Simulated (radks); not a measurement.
# Pr⁴³⁺ in [Ne] 3s2 3p3 4f1: an all-electron calculation

An exercise on one series of results from a longer session: the logs are not shown, and one member is left open.

Method: Dirac Kohn-Sham, PBE, spin-unpolarised, spherical densities, finite nucleus; open shells fill j = l - 1/2 first. Code: radks (a radial shooting solver on a logarithmic mesh, Libxc functionals) version 1.

### The system

| Quantity | Value |
| --- | --- |
| element | praseodymium (Z = 59) |
| charge | +43 |
| electrons | 16 |
| configuration | [Ne] 3s2 3p3 4f1 |
| nuclear rms radius | 4.8919 fm |

Set-up of the first run:

The run's settings:

```text
Z 59
configuration [Ne] 3s2 3p3 4f1 4s0 3d0 4p0 5f0
relativity Dirac
functional pbe,pbe
spin unpolarised
j_filling energy
nucleus finite rms 4.8919 fm
c 137.035999084
```

Run with:

```sh
$ python run_ks.py task.json out
```

The same process makes all the runs of this session.

One of the session's tables, all rows but one given; the rest of the session is left out.

It belongs to the step «Orbitals and density». From the orbitals of this run (lengths in bohr):

```
level      <r>  outermost maximum (interpolated)  90 % within  nodes
1s1/2  0.02409                            0.0154       0.0434      0
2s1/2   0.1012                            0.0869        0.157      1
2p1/2  0.08485                            0.0661        0.139      0
2p3/2  0.09091                            0.0713        0.147      0
3s1/2   0.2471                             0.234        0.359      2
3p1/2   0.2340                             0.220        0.348      1
3p3/2   0.2432                             0.229        0.360      1
3d3/2   0.2104                             0.178        0.321      0
3d5/2   0.2133                             0.181        0.324      0
4s1/2   0.4654                             0.469        0.655      3
4p1/2   0.4563                             0.460        0.650      2
4p3/2   0.4688                             0.474        0.666      2
4f5/2   0.3906                             0.345        0.569      0
4f7/2   0.3923                             0.346        0.571      0
5f5/2        ?                                 ?            ?      ?
5f7/2   0.6972                             0.725        0.995      1
```

Q: Estimate the row for 5f5/2 from the others.

The run gave: <r>: 0.6952; outermost maximum (interpolated): 0.723; 90 % within: 0.993; nodes: 1. In the column «<r>» it lies between 4p3/2 (0.4688) and 5f7/2 (0.6972).
